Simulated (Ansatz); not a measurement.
# FH5O2Si2: a ladder of functionals and wavefunction methods

One table from this session's results is given with a row withheld; the runs are named, their logs left out.

Program: Ansatz 0.2.0, Gaussian basis. Level of theory: functionals in def2-TZVPP, the program's frozen cores in correlated methods. These are calculated values, not measurements.

Levels to be run: PBE-D4, r2SCAN-D4, PBE0-D4, B3LYP-D4, ωB97X-V, ωB97M-V, B2PLYP; CCSD(T)/def2-TZVPP; MP2/def2-QZVPP; extrapolation to the limit.

## The geometry

All runs share one geometry, relaxed beforehand with PBE0-D4 in a triple-zeta def2 set.

10 atoms, charge 0, spin multiplicity 1.

Atoms are counted from 1 here; the program's logs count them from 0.

Bond lengths: O1–Si2 1.653 Å, O1–H6 0.959 Å, Si2–Si3 2.350 Å, Si2–H7 1.484 Å, Si2–H8 1.491 Å, Si3–O4 1.637 Å, Si3–F5 1.609 Å, Si3–H9 1.489 Å, O4–H10 0.959 Å. Angles: Si2–O1–H6 117.2°, O1–Si2–Si3 110.4°, O1–Si2–H7 105.9°, O1–Si2–H8 112.0°, Si3–Si2–H7 110.9°, Si3–Si2–H8 108.8°, H7–Si2–H8 108.9°, Si2–Si3–O4 107.6°, Si2–Si3–F5 107.2°, Si2–Si3–H9 116.6°, O4–Si3–F5 110.4°, O4–Si3–H9 110.2°, F5–Si3–H9 104.7°, Si3–O4–H10 119.0°.

Set-up of the first run:

in.yaml reads:

```yaml
crystal:
  periodic: [false, false, false]
  atoms:
    - {symbol: O, position_ang: [-0.702696, -2.129983, -0.851302]}
    - {symbol: Si, position_ang: [-0.379293, -1.161941, 0.449415]}
    - {symbol: Si, position_ang: [0.113029, 1.023783, -0.258432]}
    - {symbol: O, position_ang: [0.821829, 1.803265, 0.994170]}
    - {symbol: F, position_ang: [1.135167, 0.904549, -1.495614]}
    - {symbol: H, position_ang: [-0.044374, -2.162894, -1.547236]}
    - {symbol: H, position_ang: [-1.604434, -1.183370, 1.286136]}
    - {symbol: H, position_ang: [0.765419, -1.674486, 1.255526]}
    - {symbol: H, position_ang: [-1.025582, 1.825135, -0.785867]}
    - {symbol: H, position_ang: [0.920935, 2.755943, 0.953195]}
basis:
  gaussian: {orbitals: def2-TZVPP}
hamiltonian: {xc: pbe, dispersion: d4}
output: {forces: true, orbitals: {seedname: orbitals}}
```

The run is started by

```sh
$ ansatz run in.yaml --threads 2 --pin off --events-out ev --progress --plain --max-ram 22528MiB --backend cpu
```

Steps of the session up to this table: PBE-D4 (GGA); r2SCAN-D4 (meta-GGA); PBE0-D4 (hybrid); B3LYP-D4 (hybrid); ωB97X-V (range-separated); ωB97M-V (range-separated); B2PLYP (double hybrid); CCSD(T) in def2-TZVPP; MP2 in def2-QZVPP.

One table of the session follows, with a row left open; its other results are not shown here.

```
            method  atomisation energy (kJ/mol)
            PBE-D4                       3644.6
         r2SCAN-D4                       3631.1
           PBE0-D4                       3572.6
          B3LYP-D4                       3611.5
           ωB97X-V                       3649.1
           ωB97M-V                       3636.4
            B2PLYP                       3586.7
     HF/def2-TZVPP                       2630.4
    MP2/def2-TZVPP                       3620.2
   CCSD/def2-TZVPP                       3490.9
CCSD(T)/def2-TZVPP                            ?
           MP2/CBS                       3738.6
       CCSD(T)/CBS                       3658.3
```

Q: Estimate the row for CCSD(T)/def2-TZVPP from the others.

The run gave: atomisation energy (kJ/mol): 3539.9. In the column «atomisation energy (kJ/mol)» it lies between CCSD/def2-TZVPP (3490.9) and PBE0-D4 (3572.6).
